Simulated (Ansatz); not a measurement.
**SiGe2: what a guessed cell relaxes into**

Where does this trial cell of SiGe2 go when cell and atoms are let free?

Computed with Ansatz 0.2.0 (DFT PBE, scalar-relativistic, plane waves, PAW, unless a step's input says otherwise).

2 further runs of the same task are left out: 1 that didn't finish, 1 set aside as unsound or not needed.

## (1) The system as given

The structure is hexagonal, space group P6/mmm (No. 191). The conventional cell has a = 2.804 Å, b = 2.804 Å, c = 7.898 Å, α = 90.00°, β = 90.00°, γ = 120.00°. Si (site symmetry 6/mmm) is surrounded by 2 Ge at 2.63 Å. Ge (site symmetry 6mm) is surrounded by 1 Si at 2.63 Å and 7 Ge at 2.63 to 2.80 Å.

Coordinates:

```
CELL_PARAMETERS angstrom
2.80361 0.00000 0.00000
-1.40181 2.42800 0.00000
0.00000 0.00000 7.89826
ATOMIC_POSITIONS crystal
Si 0.00000 0.00000 0.50000
Ge 0.00000 0.00000 0.83333
Ge 0.00000 0.00000 0.16667
```

The start is an ordering of an alloy on its end members' structure types: elements ordered on the sites of the Si type, Si/Ge on Si (P6/mmm, No. 191).

## (2) The guess as it stands, on a coarse mesh

The input, input.yaml:

```yaml
crystal:
  lattice:
    - [2.80361148, 0.0, 0.0]
    - [-1.40180574, 2.42799877, 0.0]
    - [0.0, 0.0, 7.89826248]
  atoms:
    - { symbol: Si, position: [0.0, 0.0, 0.5] }
    - { symbol: Ge, position: [0.0, 0.0, 0.83333333] }
    - { symbol: Ge, position: [0.0, 0.0, 0.16666667] }
basis:
  ecutwfc: 420
kpoints:
  mp_grid: { grid: [6, 6, 2] }
hamiltonian:
  xc: pbe
scf:
  occupations: { method: gaussian, width: 0.1 }
  lower_state_search: "off"
output:
  forces: true
  stress: true
  eigenvalues: true
```

Launch:

```
$ ansatz run input.yaml --threads 1 --pin off --max-ram 2560MiB --backend cpu --events-out ev --progress --plain --runs-dir out
```

Further runs follow: a loose first relaxation; final relaxation.

What does the calculation give? Wanted: conventional cell; volume; energy over the elements; gap on the mesh.

As calculated:

| quantity | value |
| --- | --- |
| symmetry at the end (tolerance 0.05 Å) | space group P6/mmm (No. 191) |
| conventional cell | a = 2.811 Å, b = 2.811 Å, c = 7.867 Å, α = 90.00°, β = 90.00°, γ = 120.00° |
| volume | 17.95 Å³/atom |
| energy over the elements | +0.31 eV/atom |
| gap on the mesh | none (metal) |

**Reading.** The space group P6/mmm (No. 191) is kept, at nearly the size of the first guess. With a positive formation energy it can't be a ground state. No finished test with a distortion of lower symmetry is shown, so the end may be a saddle point.
